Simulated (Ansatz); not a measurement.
# F2H4O2Si2: two torsions

A grid of calculations on F₂H₄O₂Si₂, SMILES O[SiH](F)[SiH](O)F, to see where the energy is lowest and how it rises around there.

The runs use Ansatz 0.2.0; RKS r2SCAN-D4/def2-SVP.

**1. The system as given**

SMILES `O[SiH](F)[SiH](O)F`, 10 atoms, charge 0, spin multiplicity 1.

Atoms are counted from 1 here; the program's logs count them from 0.

Bond lengths: O1–Si2 1.680 Å, O1–H7 0.976 Å, Si2–F3 1.643 Å, Si2–Si4 2.362 Å, Si2–H8 1.496 Å, Si4–O5 1.680 Å, Si4–F6 1.643 Å, Si4–H9 1.497 Å, O5–H10 0.975 Å. Angles: Si2–O1–H7 114.0°, O1–Si2–F3 110.9°, O1–Si2–Si4 104.8°, O1–Si2–H8 105.4°, F3–Si2–Si4 109.2°, F3–Si2–H8 108.2°, Si4–Si2–H8 118.2°, Si2–Si4–O5 104.8°, Si2–Si4–F6 109.2°, Si2–Si4–H9 118.2°, O5–Si4–F6 110.8°, O5–Si4–H9 105.4°, F6–Si4–H9 108.2°, Si4–O5–H10 114.1°.

Geometry (Å):

```
O    -1.59413    0.21627   -1.13114
Si    0.06359   -0.01540   -1.27447
F     0.39258   -1.42744   -2.04775
Si    0.85055   -0.14587    0.94870
O    -0.50638    0.12844    1.90008
F     1.98065    1.02194    1.19214
H    -2.02560   -0.38408   -0.49471
H     0.55066    1.11087   -2.13101
H     1.41398   -1.44820    1.42412
H    -1.04270    0.89227    1.61704
```

This geometry comes from a loose relaxation at PBE in a small basis, which is not shown.

**3. The grid**

- dihedral H7–O1–Si2–Si4: 9 values from −180 to 140 °, periodic
- dihedral O1–Si2–Si4–O5: 9 values from −180 to 140 °, periodic

Nothing else is relaxed (all other coordinates rigid). Energies count from the relaxed molecule at the same level. Points are written as (first, second).

(The set-up runs are not shown.)

**4. Point (−100°, −20°)**

input.yaml

```yaml
crystal:
  periodic: [false, false, false]
  atoms:
    - { symbol: O, position_ang: [-1.57727, 0.2263, -1.137112] }
    - { symbol: Si, position_ang: [0.062877, -0.018382, -1.268129] }
    - { symbol: F, position_ang: [0.470022, -1.494475, -0.708889] }
    - { symbol: Si, position_ang: [1.041881, 1.617568, 0.106106] }
    - { symbol: O, position_ang: [-0.129095, 2.783267, 0.298719] }
    - { symbol: F, position_ang: [2.347569, 2.234324, -0.650301] }
    - { symbol: H, position_ang: [-2.045287, -0.367254, -0.535323] }
    - { symbol: H, position_ang: [0.363943, 0.023916, -2.720195] }
    - { symbol: H, position_ang: [1.447499, 1.220641, 1.476818] }
    - { symbol: H, position_ang: [-0.558616, 3.087273, -0.511581] }
basis:
  gaussian: { orbitals: def2-SVP }
hamiltonian:
  xc: r2scan
  dispersion: d4
output:
  forces: true
```

On the command line:

```console
ansatz run input.yaml --threads 1 --pin off --max-ram 2560MiB --backend cpu --events-out ev --progress --plain --runs-dir out
```

The session goes on with these runs: the other points that were computed.

Q: Predict the outcome of this session. Wanted: lowest point; highest computed point; largest force on an atom; dipole moment.

**Answer**, as computed:

```
                       quantity                                                                     value
                   lowest point                                                    (−180°, 20°), −66 cm⁻¹
         highest computed point                                  (60°, −140°), 2357 cm⁻¹ above the lowest
largest force on an atom (eV/Å)  0.18 at (−60°, −20°) to 1.02 at (−180°, −180°); 0.51 at the lowest point
              dipole moment (D)  0.26 at (−60°, −180°) to 3.36 at (100°, −100°); 2.37 at the lowest point
        time for the whole task                                           14 min on 1 thread, shared host
```

In words: The lowest computed point is at (−180°, 20°), −66 cm⁻¹ from the relaxed molecule at the same level. Higher local minima lie near (−20°, 140°) (293 cm⁻¹ above the lowest at that grid point); (−180°, 140°) (560 cm⁻¹ above the lowest at that grid point). The highest computed point, (60°, −140°), lies 2357 cm⁻¹ above the lowest. On the interpolated surface the easiest way out of the lowest well to the well at (−180°, 140°) passes a barrier of about 800 cm⁻¹. Round the minimum the two coordinates are nearly uncoupled.
